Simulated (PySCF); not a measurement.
# C7H7NSe: the cost of one run

Computed with PySCF 2.14.0 and routines of our own; the level stands in each step. Atoms count from 0.

### Step 1. The system as given

16 atoms, charge 0, multiplicity 1; geometry from: GFN2-xTB.

### Step 2. Vibronic structure: TDDFT B3LYP/def2-SV(P)

What the job is given:

```
{"job": {"kind": "vib", "xc": "B3LYP", "basis": "def2-SV(P)", "tda": false}, "charge": 0, "multiplicity": 1}
C     -1.994427    -0.286785    -0.236448
C     -1.073998     0.118503     0.917780
C      0.359975    -0.013424     0.513124
C      1.093594    -1.217591     0.624100
C      2.372293    -1.163004     0.163940
Se     2.829733     0.500569    -0.503821
C      1.078285     1.014749    -0.055719
C      0.602229     2.303702    -0.298624
N      0.195435     3.359961    -0.496471
H     -3.034660    -0.212441     0.069544
H     -1.836540     0.368510    -1.090178
H     -1.794320    -1.311325    -0.543506
H     -1.266162    -0.524174     1.779533
H     -1.285390     1.151865     1.199959
H      0.663467    -2.109750     1.047892
H      3.082888    -1.970420     0.164967
```

With the program's defaults for keys left out, this is: TDDFT B3LYP/def2-SV(P) vertical-gradient vibronic structure (displaced harmonic oscillators, Condon), gas phase.

The run is started by

```sh
$ OMP_NUM_THREADS=1 python excited_run.py task.json out
```

One launch serves the whole session: the jobs run in the order shown.

**Question.** How long does this first job take on 1 thread of Intel Xeon at 2.50GHz, shared host, and how much memory does it need?

About 2.8 min, with a peak of 0.93 GiB.
